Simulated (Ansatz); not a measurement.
## TiBe2, space group Fd-3m: a point defect in a supercell, step by step

Program: Ansatz 0.2.0 through its Python package.

Run as a notebook:

In [1]:
```python
from dataclasses import dataclass

import ansatz as az
import numpy as np
```

In [2]:
```python
@dataclass
class RunConfig:
    tolerance: float = 1e-09
    occupations: str = "gaussian"
    kmesh: tuple[int, ...] = (4, 4, 4)


opts = RunConfig()

system = (
    az.Lattice.of([0.0, 3.21886, 3.21886], [3.21886, 0.0, 3.21886], [3.21886, 3.21886, 0.0])
    .atom("Ti", [0.25, 0.25, 0.25])
    .atom("Ti", [0.0, 0.0, 0.0])
    .atom("Be", [0.625, 0.125, 0.625])
    .atom("Be", [0.625, 0.625, 0.125])
    .atom("Be", [0.125, 0.625, 0.625])
    .atom("Be", [0.625, 0.625, 0.625])
)
host = system.supercell(2, 1, 1)
defective = host.interstitial("H", at=[0.0, 0.0, 0.375])

def prepare(structure):
    return (
        structure.calculation()
        .pseudopotentials("paw")
        .scf(tolerance=opts.tolerance)
        .functional(az.Functional.PBESOL)
        .occupations(opts.occupations)
        .kpoints(*opts.kmesh)
        .band_table()
    )
```

In [3]:
```python
perfect = prepare(host).run().report
model = prepare(defective).relax(force_tolerance=0.02, max_steps=40)
out = model.run()
data = out.report
```
```text
DeckWarning: basis.ecutwfc = 420 eV, auto-derived from the records' recommended cutoffs: set by Ti (normal level)
```

In [4]:
```python
data["kpoints_frac"][:4]
```
Out [4]:
```text
[[0.0, 0.0, 0.0], [0.0, 0.0, 0.25], [0.0, 0.0, -0.5], [0.0, 0.25, 0.0]]
```

In [5]:
```python
n_host, n_defect = len(perfect["lattice"]["sites"]), len(data["lattice"]["sites"])
print(f"perfect cell: {n_host} atoms, F = {perfect['free_energy_ev']:.4f} eV")
print(f"defect cell:  {n_defect} atoms, F = {data['free_energy_ev']:.4f} eV")
# chemical potentials are still to be added to this difference
print(f"difference {data['free_energy_ev'] - perfect['free_energy_ev']:.4f} eV (no chemical potentials)")
```
```text
perfect cell: 12 atoms, F = -10620.3509 eV
defect cell:  13 atoms, F = -10636.3627 eV
difference -16.0117 eV (no chemical potentials)
```

In [6]:
```python
start = np.array([site.position for site in defective.resolved().sites])
step = np.array([site.position_frac for site in out.lattice.sites]) - start
moved = np.linalg.norm((step - np.round(step)) @ out.lattice.cell_ang, axis=1)
print("relaxation by atom (A):", " ".join(f"{site.symbol}:{d:.3f}" for site, d in zip(out.lattice.sites, moved)))

for label, run in (("perfect", perfect), ("defect", data)):
    levels, filled = np.array(run["eigenvalues_ev"][0]), np.array(run["occupations"][0])
    top = int(np.argmin(np.abs(levels - run["fermi_energy_ev"])))
    window = slice(max(top - 3, 0), top + 4)
    print(label, "levels near E_F at the first k-point:", ", ".join(f"{e - run['fermi_energy_ev']:.2f} ({f:.2f})" for e, f in zip(levels[window], filled[window])))
```
```text
relaxation by atom (A): Ti:0.067 Ti:0.025 Be:0.015 Be:0.029 Be:0.063 Be:0.014 Ti:0.025 Ti:0.022 Be:0.061 Be:0.020 Be:0.018 Be:0.024 H:0.072
perfect levels near E_F at the first k-point: -0.57 (2.00), -0.57 (2.00), -0.57 (2.00), 0.00 (1.00), 0.00 (1.00), 0.05 (0.46), 2.30 (0.00)
defect levels near E_F at the first k-point: -0.60 (2.00), -0.58 (2.00), -0.15 (1.97), -0.00 (1.00), 0.07 (0.31), 2.27 (0.00), 2.33 (0.00)
```

Caveats:
- Absolute energies stand on the zero of these potentials, so only differences at equal settings mean something. A total without «per atom» is that of the whole cell that was run.
- The computed bands are complete only to about 2.9 eV above the Fermi level.
- The mesh is modest for a metal, so energies can be off by several to tens of meV an atom and pressures by half a GPa or more; differences at equal mesh fare better.
- The difference holds no chemical potentials.
- Errors of mesh and smearing per atom add up over the supercell, so the energy can be off by tenths of an eV.
- Each cell's levels count from its own Fermi level and aren't aligned; one k-point can hide that the defect cell is metallic.
- This cell is a computed structure, which may not be the phase found in nature.
- Levels are Kohn-Sham eigenvalues on this mesh.
- Warnings are shown shortened and without file and line.
- The supercell is small, so the defect meets its images and the energies aren't those of an isolated defect; a partly filled defect level may also lower its energy by spin or distortion. For a charged cell the difference holds no correction, alignment or term for the electrons' reservoir.
- Timing: 110 s on 1 thread of Arm Neoverse V1, on a shared host, peak memory 0.55 GiB.
